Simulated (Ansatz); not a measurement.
# MoCl+ (septet): from Hartree-Fock to the top rungs, def2-TZVPP

An exercise on one series of results from a longer session: the logs are not shown, and one member is left open.

Computed with Ansatz 0.2.0, Gaussian basis. Level: def2-TZVPP, core rule «outside noble gas», up to 9 orbitals frozen.

To be run: UHF; CCSD(T) on ROHF; CCSD(T) on UHF; CCSDT(Q) on ROHF; CCSDT(Q) on UHF.

5 further runs of the same task are left out: 2 for a known fault of the program, 3 set aside as unsound or not needed. Runs told in other sessions of the task aren't counted.

## The system

The geometry is a PBE0/def2-TZVP stationary point (not a proven minimum). No spin-orbit coupling is included. Elements past krypton take def2 core potentials.

2 atoms, charge 1, spin multiplicity 7.

Atoms are counted from 1 here; the program's logs count them from 0.

Bond lengths: Mo1–Cl2 2.637 Å.

The first run:

in.yaml reads:

```yaml
crystal:
  periodic: [false, false, false]
  atoms:
    - {symbol: Mo, position_ang: [0.000000, 0.000000, 0.000000]}
    - {symbol: Cl, position_ang: [0.000000, 0.000000, 2.637200]}
basis:
  gaussian: {orbitals: def2-TZVPP}
total_charge: 1
magnetization: {spin_polarized: true, initial_magnetization: 6}
hamiltonian: {xc: hf}
output: {orbitals: {seedname: orbitals}}
```

Run with:

```bash
> ansatz run in.yaml --threads 1 --pin off --events-out ev --progress --plain --max-ram 2816MiB --backend cpu
```

Among the steps run: UHF; CCSD(T) on ROHF; CCSD(T) on UHF; CCSDT(Q) on ROHF; CCSDT(Q) on UHF.

One of the session's tables, all rows but one given; the rest of the session is left out.

It belongs to the step «Misses and costs». 

```
   method  from RCCSDT(Q) (kJ/mol)
     ROHF                   +715.1
      UHF                   +692.7
     RMP2                   +100.3
     UMP2                        ?
    RCCSD                    +24.9
    UCCSD                    +18.7
 RCCSD(T)                     +3.2
 UCCSD(T)                     -2.5
   RCCSDT                     +0.7
   UCCSDT                     -5.1
RCCSDT(Q)                        0
UCCSDT(Q)                     -5.8
```

Q: Estimate the row for UMP2 from the others.

**Answer.** from RCCSDT(Q) (kJ/mol): +97.2. In the column «from RCCSDT(Q) (kJ/mol)» it lies between RCCSD (+24.9) and RMP2 (+100.3).

Limits of these values: Restricted and unrestricted rows rest on different reference determinants; a gap between their highest levels can come from leftover correlation error, from unlike frozen cores or from another state.
